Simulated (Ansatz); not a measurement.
**C2H9NOSiZn: a ladder of functionals and wavefunction methods**

Aim: compute C2H9NOSiZn with functionals from several rungs and with coupled cluster, and see how far each lands from CCSD(T) at the basis-set limit for the atomisation energy.

Program: Ansatz 0.2.0, Gaussian basis. Level of theory: functionals in def2-TZVPP, the program's frozen cores in correlated methods. These are calculated values, not measurements.

Levels to be run: LDA (SPW92), PBE-D4, revPBE-D4, BLYP-D4, r2SCAN-D4, B97M-V, PBE0-D4, B3LYP-D4, r2SCANh-D4, r2SCAN0-D4, HSE06-D4, BHLYP-D4, CAM-B3LYP-D4, LC-ωPBE, ωB97X-V, ωB97M-V, B2PLYP, PBE-QIDH; CCSD(T)/def2-SVP; CCSD(T)/def2-TZVPP; MP2/def2-QZVPP; extrapolation to the limit; RPA on PBE.

## (1) The geometry

The geometry comes from an earlier relaxation with PBE0-D4 in a triple-zeta def2 set; it is a stationary point, not always the lowest conformer.

SMILES `C[N](C)[Zn][O][SiH3]`, 15 atoms, charge 0, spin multiplicity 1.

Atoms are counted from 1 here; the program's logs count them from 0.

Bond lengths: C1–N2 1.438 Å, C1–H7 1.093 Å, C1–H8 1.101 Å, C1–H9 1.102 Å, N2–C3 1.439 Å, N2–Zn4 1.796 Å, C3–H10 1.102 Å, C3–H11 1.101 Å, C3–H12 1.093 Å, Zn4–O5 1.762 Å, O5–Si6 1.621 Å, Si6–H13 1.494 Å, Si6–H14 1.489 Å, Si6–H15 1.491 Å. Angles: N2–C1–H7 111.6°, N2–C1–H8 111.2°, N2–C1–H9 112.4°, H7–C1–H8 107.2°, H7–C1–H9 107.4°, H8–C1–H9 106.9°, C1–N2–C3 112.6°, C1–N2–Zn4 123.3°, C3–N2–Zn4 123.2°, N2–C3–H10 112.3°, N2–C3–H11 111.2°, N2–C3–H12 111.6°, H10–C3–H11 106.9°, H10–C3–H12 107.4°, H11–C3–H12 107.2°, N2–Zn4–O5 176.0°, Zn4–O5–Si6 142.5°, O5–Si6–H13 112.0° and more.

## (2) LDA

This LDA is Slater exchange with PW92 correlation.

File in.yaml:

```yaml
crystal:
  periodic: [false, false, false]
  atoms:
    - {symbol: C, position_ang: [-0.109134, -2.170453, 0.988193]}
    - {symbol: N, position_ang: [0.500317, -1.174566, 0.148046]}
    - {symbol: C, position_ang: [1.923426, -1.347387, 0.028894]}
    - {symbol: Zn, position_ang: [-0.368006, 0.280732, -0.446920]}
    - {symbol: O, position_ang: [-1.253061, 1.642848, -1.129451]}
    - {symbol: Si, position_ang: [-1.615200, 3.200825, -0.869219]}
    - {symbol: H, position_ang: [-1.191424, -2.034127, 1.052459]}
    - {symbol: H, position_ang: [0.067973, -3.184282, 0.596315]}
    - {symbol: H, position_ang: [0.286869, -2.150599, 2.016648]}
    - {symbol: H, position_ang: [2.436633, -1.280572, 1.002068]}
    - {symbol: H, position_ang: [2.170559, -2.332619, -0.396563]}
    - {symbol: H, position_ang: [2.366249, -0.593056, -0.626105]}
    - {symbol: H, position_ang: [-1.602824, 3.542370, 0.585237]}
    - {symbol: H, position_ang: [-2.972969, 3.499557, -1.401264]}
    - {symbol: H, position_ang: [-0.639397, 4.101318, -1.548309]}
basis:
  gaussian: {orbitals: def2-TZVPP}
hamiltonian: {xc: lda}
output: {orbitals: {seedname: orbitals}}
```

Started as:

```
$ ansatz run in.yaml --threads 2 --pin off --events-out ev --progress --plain --max-ram 22528MiB --backend cuda --devices 0, --max-vram 18GiB
```

Further steps of the session: PBE-D4 (GGA); revPBE-D4 (GGA); BLYP-D4 (GGA); r2SCAN-D4 (meta-GGA); B97M-V (meta-GGA); B3LYP-D4 (hybrid); r2SCANh-D4 (hybrid); r2SCAN0-D4 (hybrid); HSE06-D4 (hybrid); BHLYP-D4 (hybrid); CAM-B3LYP-D4 (range-separated); LC-ωPBE (range-separated); ωB97X-V (range-separated); ωB97M-V (range-separated); B2PLYP (double hybrid); PBE-QIDH (double hybrid); CCSD(T) in def2-SVP; CCSD(T) in def2-TZVPP; MP2 in def2-QZVPP; RPA on PBE orbitals.

Q: Predict the results of all the runs planned. Wanted: atomisation energy, CCSD(T)/CBS; farthest beyond LDA; mean size of error, GGA; mean size of error, meta-GGA; mean size of error, hybrid; mean size of error, range-separated; mean size of error, double hybrid; gap, smallest and largest; T1 diagnostic.

As calculated:

| quantity | value |
| --- | --- |
| atomisation energy, CCSD(T)/CBS | 1228.8 kcal/mol |
| functionals within 6.1 kcal/mol (0.5 %) | r2SCAN-D4, B97M-V, B3LYP-D4, CAM-B3LYP-D4, LC-ωPBE, ωB97X-V, ωB97M-V |
| farthest beyond LDA | BHLYP-D4 (-35.8 kcal/mol) |
| mean size of error, GGA | 12.9 kcal/mol |
| mean size of error, meta-GGA | 2.9 kcal/mol |
| mean size of error, hybrid | 13.4 kcal/mol |
| mean size of error, range-separated | 3.0 kcal/mol |
| mean size of error, double hybrid | 13.3 kcal/mol |
| gap, smallest and largest | 2.97 eV (LDA (SPW92)), 10.01 eV (LC-ωPBE) |
| T1 diagnostic | 0.0147 |
| triples share of the correlation energy | 3.5 % |

The LDA atomisation energy is off by 169.2 kcal/mol (14 %): it overbinds. PBE-D4 is off by +11.0 kcal/mol. Double hybrids carry the basis error of their MP2 part in triple zeta, and no dispersion term here, so their miss is partly the set-up's. The rungs meta-GGA, range-separated miss on average by less than the doubt on the reference (6.1 kcal/mol), so they tie. Misses under about 6.1 kcal/mol are within the doubt on the reference itself, which lacks core-valence correlation, relativity and higher excitations. Hartree-Fock recovers 72 % of the binding; the rest is correlation. CCSD(T) in def2-SVP is off by -73.4 kcal/mol, more than most functionals: a good method in a small basis is no reference. The gap grows from 3.0 to 10.0 eV across the functionals, mostly with the share of exact exchange. For Zn the d shell is correlated and the shells below it are frozen.
